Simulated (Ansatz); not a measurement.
# PdTe: the cost of one run

Method: DFT PBEsol+U (U_eff = 1 eV on Pd d), plane waves, PAW, in Ansatz 0.2.0.

2 further runs of the same task are left out: 2 that didn't finish.

### 1 The structure to begin with

It takes space group P6_3/mmc (No. 194, hexagonal). Conventional cell: a = 4.152 Å, b = 4.152 Å, c = 5.672 Å, α = 90.00°, β = 90.00°, γ = 120.00°. Te (site symmetry -6m2) is surrounded by 6 Pd at 2.79 Å. Pd (site symmetry -3m) has 6 Te at 2.79 Å and 2 Pd at 2.84 Å as nearest neighbours.

Structure file:

```cif
data_structure
_symmetry_space_group_name_H-M 'P6_3/mmc'
_symmetry_Int_Tables_number 194
_cell_length_a 4.1521
_cell_length_b 4.1521
_cell_length_c 5.6719
_cell_angle_alpha 90.000
_cell_angle_beta 90.000
_cell_angle_gamma 120.000
_cell_volume 84.68
loop_
_atom_site_label
_atom_site_type_symbol
_atom_site_symmetry_multiplicity
_atom_site_Wyckoff_symbol
_atom_site_fract_x
_atom_site_fract_y
_atom_site_fract_z
_atom_site_occupancy
Te1 Te 2 d 0.33333 0.66667 0.75000 1
Pd1 Pd 2 a 0.00000 0.00000 0.50000 1
```

### 2 Ferromagnetic start, free, symmetry kept, no search

input.yaml reads:

```yaml
crystal:
  lattice:
    - [4.15209743, 0.0, 0.0]
    - [-2.07604871, 3.59582185, 0.0]
    - [0.0, 0.0, 11.3437978]
  atoms:
    - { symbol: Te, position: [0.3333333333, 0.6666666667, 0.125] }
    - { symbol: Te, position: [0.6666666667, 0.3333333333, 0.375] }
    - { symbol: Pd, position: [0.0, 0.0, 0.0], spin: 2.0 }
    - { symbol: Pd, position: [0.0, 0.0, 0.25], spin: 2.0 }
    - { symbol: Te, position: [0.3333333333, 0.6666666667, 0.625] }
    - { symbol: Te, position: [0.6666666667, 0.3333333333, 0.875] }
    - { symbol: Pd, position: [0.0, 0.0, 0.5], spin: 2.0 }
    - { symbol: Pd, position: [0.0, 0.0, 0.75], spin: 2.0 }
basis:
  ecutwfc: 420
  ecutrho_ratio: 4
kpoints:
  mp_grid: { grid: [5, 5, 2] }
hamiltonian:
  xc: pbesol
  hubbard:
    sites:
      - { site: 2, l: d, u_eff: 1.0 }
      - { site: 3, l: d, u_eff: 1.0 }
      - { site: 6, l: d, u_eff: 1.0 }
      - { site: 7, l: d, u_eff: 1.0 }
scf:
  occupations: { method: gaussian, width: 0.05 }
  lower_state_search: "off"
  max_iter: 150
output:
  forces: true
  stress: true
  eigenvalues: true
  populations: true
  hubbard:
    sites:
      - { site: 2, l: d }
      - { site: 3, l: d }
      - { site: 6, l: d }
      - { site: 7, l: d }
magnetization:
  spin_polarized: true
```

Started as:

```
> ansatz run input.yaml --threads 4 --pin off --max-ram 6144MiB --backend cpu --events-out ev --progress --plain --runs-dir out
```

**Question.** How long does this run take on 4 threads of AMD EPYC (Zen 3), shared host, and how much memory does it need?

About 22 s, with a peak of 0.81 GiB.
